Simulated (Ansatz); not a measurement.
# BClH₃NSi: how energies converge with the basis set

The task here is to estimate one member of a computed series from the others.

The runs use Ansatz 0.2.0, Gaussian basis; one geometry, several basis sets.

Levels to be run: PBE0-D4/def2-SVP; ωB97M-V/def2-SVP; PBE0-D4/def2-QZVPP; ωB97M-V/def2-QZVPP; the functionals' def2-TZVPP values are taken from earlier runs.

**The relaxed structure**

All runs share one geometry, relaxed beforehand with PBE0-D4 in a triple-zeta def2 set.

SMILES `ClB1N[SiH2]1`, 7 atoms, charge 0, spin multiplicity 1.

Atoms are counted from 1 here; the program's logs count them from 0.

Bond lengths: Cl1–B2 1.734 Å, B2–N3 1.377 Å, B2–Si4 1.920 Å, N3–Si4 1.762 Å, N3–H5 1.009 Å, Si4–H6 1.485 Å, Si4–H7 1.485 Å. Angles: Cl1–B2–N3 135.9°, Cl1–B2–Si4 162.0°, N3–B2–Si4 62.0°, B2–N3–Si4 74.3°, B2–N3–H5 138.4°, Si4–N3–H5 147.3°, B2–Si4–N3 43.7°, B2–Si4–H6 125.2°, B2–Si4–H7 125.2°, N3–Si4–H6 115.5°, N3–Si4–H7 115.5°, H6–Si4–H7 109.6°.

As a file:

```xyz
7

Cl   -0.2149   -2.3132    1.5584
B    -0.0887   -0.8561    0.6261
N     0.2297   -0.5385   -0.6754
Si   -0.1083    0.9961    0.1208
H     0.4941   -1.0142   -1.5250
H    -1.2948    1.7321   -0.3850
H     1.0441    1.9259    0.2344
```

The first run:

in.yaml

```yaml
crystal:
  periodic: [false, false, false]
  atoms:
    - {symbol: Cl, position_ang: [-0.214857, -2.313216, 1.558393]}
    - {symbol: B, position_ang: [-0.088679, -0.856130, 0.626122]}
    - {symbol: N, position_ang: [0.229678, -0.538482, -0.675407]}
    - {symbol: Si, position_ang: [-0.108309, 0.996142, 0.120829]}
    - {symbol: H, position_ang: [0.494083, -1.014199, -1.525004]}
    - {symbol: H, position_ang: [-1.294825, 1.732115, -0.385018]}
    - {symbol: H, position_ang: [1.044109, 1.925870, 0.234385]}
basis:
  gaussian: {orbitals: def2-SVP}
hamiltonian: {xc: pbe0, dispersion: d4}
output: {orbitals: {seedname: orbitals}}
```

Launch:

```bash
> ansatz run in.yaml --threads 2 --pin off --events-out ev --progress --plain --max-ram 4352MiB
```

Steps of the session up to this table: PBE0-D4 in def2-SVP; ωB97M-V in def2-SVP; PBE0-D4 in def2-QZVPP; ωB97M-V in def2-QZVPP.

One of the session's tables, all rows but one given; the rest of the session is left out.

It belongs to the step «Density functionals: the series». 

| functional | basis | HOMO (eV) |
| --- | --- | --- |
| PBE0-D4 | def2-SVP | -7.19 |
| PBE0-D4 | def2-TZVPP | -7.26 |
| PBE0-D4 | def2-QZVPP | -7.28 |
| ωB97M-V | def2-SVP | -9.22 |
| ωB97M-V | def2-TZVPP | -9.33 |
| ωB97M-V | def2-QZVPP | ? |

**Question.** Estimate the row for ωB97M-V, def2-QZVPP.

**Answer.** HOMO (eV): -9.36. In the column «HOMO (eV)» it is the lowest.
